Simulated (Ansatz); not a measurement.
**ReBi (zincblende): from the first guess to the electronic structure**

Task: find the zero-pressure cell of ReBi (zincblende) and describe its electrons. The start comes from a prototype table, not from a measured structure.

Method: DFT PBEsol, scalar-relativistic, plane waves, PAW, in Ansatz 0.2.0.

1 further run of the same task is left out (set aside as unsound or not needed).

### Step 1. Starting point

It takes space group F-43m (No. 216, cubic). The conventional cell has a = 5.596 Å, b = 5.596 Å, c = 5.596 Å, α = 90.00°, β = 90.00°, γ = 90.00°. Re (site symmetry -43m) is surrounded by 4 Bi at 2.42 Å. Around Bi (site symmetry -43m) lie 4 Re at 2.42 Å.

Structure file:

```cif
data_structure
_symmetry_space_group_name_H-M 'F-43m'
_symmetry_Int_Tables_number 216
_cell_length_a 5.5958
_cell_length_b 5.5958
_cell_length_c 5.5958
_cell_angle_alpha 90.000
_cell_angle_beta 90.000
_cell_angle_gamma 90.000
_cell_volume 175.22
loop_
_atom_site_label
_atom_site_type_symbol
_atom_site_symmetry_multiplicity
_atom_site_Wyckoff_symbol
_atom_site_fract_x
_atom_site_fract_y
_atom_site_fract_z
_atom_site_occupancy
Re1 Re 4 a 0.00000 0.00000 0.00000 1
Bi1 Bi 4 d 0.25000 0.25000 0.75000 1
```

### Step 2. The first run

input.yaml reads:

```yaml
crystal:
  lattice:
    - [0.0, 2.7979151146, 2.7979151146]
    - [2.7979151146, 0.0, 2.7979151146]
    - [2.7979151146, 2.7979151146, 0.0]
  atoms:
    - { symbol: Re, position: [0.0, 0.0, 0.0] }
    - { symbol: Bi, position: [0.25, 0.25, 0.25] }
basis:
  ecutwfc: 420
  ecutrho_ratio: 4
kpoints:
  mp_grid: { grid: [10, 10, 10] }
hamiltonian:
  xc: pbesol
scf:
  occupations: { method: gaussian, width: 0.05 }
output:
  forces: true
  stress: true
  eigenvalues: true
```

Run with:

```bash
> ansatz run input.yaml --threads 4 --pin off --max-ram 4096MiB --backend cpu --events-out ev --progress --plain --runs-dir out
```

After this run come: A step to a new volume; A step to a new volume; Next volume: 28.870 Å³/atom; The electronic structure.

Q: Predict the outcome of this session. Wanted: space group; conventional cell; volume; pressure; gap; states at the Fermi level; highest ELF outside the cores.

The runs gave:

| quantity | value |
| --- | --- |
| space group | F-43m (No. 216) |
| conventional cell | a = 6.135 Å, b = 6.135 Å, c = 6.135 Å, α = 90.00°, β = 90.00°, γ = 90.00° |
| volume | 28.870 Å³/atom |
| pressure | -0.08 GPa |
| gap | none (metal) |
| states at the Fermi level | about 4 (mean within 0.5 eV; 1.4 at the level itself) per eV per cell |
| highest ELF outside the cores | 0.48, about 1.3 Å from Re |

From the first run shown, the volume went from 21.90 to 28.87 Å³/atom (+31.8 %) in 4 runs, where the pressure is zero within 0.08 GPa. There is no gap at this level of theory; the largest share of the states at the Fermi level is Re 5d (94 % of the projected weight). Spin–orbit coupling is left out, though the cell holds Bi; in elements this heavy it can shift levels and gaps by tenths of an eV.
